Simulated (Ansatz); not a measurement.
# CH5BN2 (SMILES NC1BN1): HSE06/cc-pVDZ

Aim: the vertical singlet–triplet gap of CH5BN2 at HSE06/cc-pVDZ, from 2 runs. 

The calculation is run with Ansatz 0.2.0.

74 further runs of the same task are left out: 74 set aside as unsound or not needed.

## 1. Starting point

CH5BN2 has 9 atoms, charge 0, and is taken as a singlet. As SMILES, `NC1BN1`. The coordinates come from a PBE0-D4/def2-TZVP relaxation. This is one conformer, not always the lowest.

Bond lengths: N1–C2 1.431 Å, C2–B3 1.561 Å, C2–N4 1.467 Å, B3–N4 1.341 Å, N1–H5 1.010 Å, N1–H6 1.010 Å, C2–H7 1.092 Å, B3–H8 1.184 Å, N4–H9 1.004 Å. Some angles: N1–C2–B3 121.1°, N1–C2–N4 117.3°, B3–C2–N4 52.5°, C2–B3–N4 60.2°, C2–N4–B3 67.4°, N1–C2–H7 115.1°, B3–C2–H7 121.0°, N4–C2–H7 113.6°, C2–N1–H5 112.4°, C2–N1–H6 112.7°.

## 2. A single-point energy at HSE06/cc-pVDZ

job.yaml

```yaml
crystal:
  periodic: [false, false, false]
  atoms:
    - symbol: N
      position_ang: [0.142900, 1.194400, -0.640600]
    - symbol: C
      position_ang: [-0.364200, -0.077200, -0.222300]
    - symbol: B
      position_ang: [0.591200, -1.194100, 0.303200]
    - symbol: N
      position_ang: [-0.130500, -0.469900, 1.171500]
    - symbol: H
      position_ang: [0.784000, 1.117400, -1.417000]
    - symbol: H
      position_ang: [-0.589900, 1.842600, -0.892400]
    - symbol: H
      position_ang: [-1.366400, -0.317200, -0.582700]
    - symbol: H
      position_ang: [1.414200, -2.039000, 0.194700]
    - symbol: H
      position_ang: [-0.392800, -0.103200, 2.068300]
basis:
  gaussian: {orbitals: cc-pVDZ}
hamiltonian: {xc: {name: HSE06}}
accuracy: high
output: {orbitals: {seedname: orbitals}}
```

Command:

```bash
ansatz run job.yaml --threads 1 --pin off --max-ram 3480MiB --events-out events.jsonl --progress --plain --runs-dir runs
```

Log:

```text
Warning: RAYON_NUM_THREADS=1 ignored (pool sized by the plan → 1); use --threads N
Functional definition: HSE06
  name "HSE06"
  parameter a = 0.25
  parameter omega = 0.11/bohr
  exchange = pbe_x - a*pbe_x_sr(omega) + a*exact_x_sr(omega)
  correlation = pbe_c
1915 factors; integrals over basis functions are off by at most 3.1e-9 eV
93 factors; integrals over basis functions are off by at most 1.6e-9 eV
mean field evaluation 1: about -4760.9230 eV, gradient 5.7e1 eV
mean field evaluation 2: about -4752.4176 eV, gradient 8.3e1 eV
mean field evaluation 4: about -4767.9873 eV, gradient 4.7e0 eV
mean field evaluation 8: about -4768.0281 eV, gradient 4.7e-2 eV
mean field evaluation 16: about -4768.0281 eV, gradient 2.5e-6 eV
mean field -4768.02807667 eV, -175.2217999321 hartree, gradient 6.8e-9 eV, S^2 0.000000; 0 other end points of the search recorded, 0 dependent functions left out
reference -4768.02807989 eV, -175.2218000505 hartree; 15, 15 occupied and 66, 66 virtual orbitals, 1915 factors
Total energy: -4768.02807989 eV, -175.2218000505 hartree
```

Wall time 4.8 s (1 thread of Arm Neoverse V2, shared host); peak memory 0.25 GiB.

## 3. The triplet, same level

run.yaml

```yaml
crystal:
  periodic: [false, false, false]
  atoms:
    - {symbol: "N", position_ang: [0.142900, 1.194400, -0.640600]}
    - {symbol: C, position_ang: [-0.364200, -0.077200, -0.222300]}
    - {symbol: B, position_ang: [0.591200, -1.194100, 0.303200]}
    - {symbol: "N", position_ang: [-0.130500, -0.469900, 1.171500]}
    - {symbol: H, position_ang: [0.784000, 1.117400, -1.417000]}
    - {symbol: H, position_ang: [-0.589900, 1.842600, -0.892400]}
    - {symbol: H, position_ang: [-1.366400, -0.317200, -0.582700]}
    - {symbol: H, position_ang: [1.414200, -2.039000, 0.194700]}
    - {symbol: H, position_ang: [-0.392800, -0.103200, 2.068300]}
basis:
  gaussian:
    orbitals: cc-pVDZ
accuracy: high
magnetization:
  spin_polarized: true
  initial_magnetization: 2
output:
  orbitals: {seedname: orbitals}
hamiltonian:
  xc: {name: HSE06}
```

Command:

```bash
ansatz run run.yaml --threads 1 --pin off --max-ram 3480MiB --events-out events.jsonl --progress --plain --runs-dir runs
```

Log (excerpt; [...] marks lines left out):

```text
Warning: RAYON_NUM_THREADS=1 ignored (pool sized by the plan → 1); use --threads N
[... 6 set-up lines as earlier in the session ...]
1915 factors; integrals over basis functions are off by at most 3.1e-9 eV
93 factors; integrals over basis functions are off by at most 1.6e-9 eV
mean field evaluation 1: about -4755.1293 eV, gradient 3.7e1 eV
mean field evaluation 2: about -4730.6895 eV, gradient 7.1e1 eV
mean field evaluation 4: about -4761.9120 eV, gradient 8.0e0 eV
mean field evaluation 8: about -4762.2894 eV, gradient 2.8e0 eV
mean field evaluation 16: about -4762.6241 eV, gradient 3.4e-2 eV
mean field evaluation 32: about -4762.6241 eV, gradient 1.5e-6 eV
mean field -4762.62407939 eV, -175.0232066949 hartree, gradient 9.8e-8 eV, S^2 2.007283; 5 other end points of the search recorded, 0 dependent functions left out
reference -4762.62408277 eV, -175.0232068193 hartree; 16, 14 occupied and 65, 67 virtual orbitals, 1915 factors
Total energy: -4762.62408277 eV, -175.0232068193 hartree
```

Wall time 16 s (1 thread of Arm Neoverse V2, shared host); peak memory 0.34 GiB.

## 4. What came out

Level: HSE06/cc-pVDZ.

```
                                        quantity          value
                           singlet: total energy  -175.22180 Eh
                            singlet: HOMO energy       -6.14 eV
                            singlet: LUMO energy        0.25 eV
                          singlet: HOMO–LUMO gap        6.40 eV
                           triplet: total energy  -175.02321 Eh
     triplet: HOMO energy (highest over α and β)       -1.60 eV
                                   triplet: ⟨S²⟩          2.007
vertical energy of the triplet above the singlet       5.404 eV
```

At this shape the triplet lies 5.40 eV (125 kcal/mol) above the singlet.
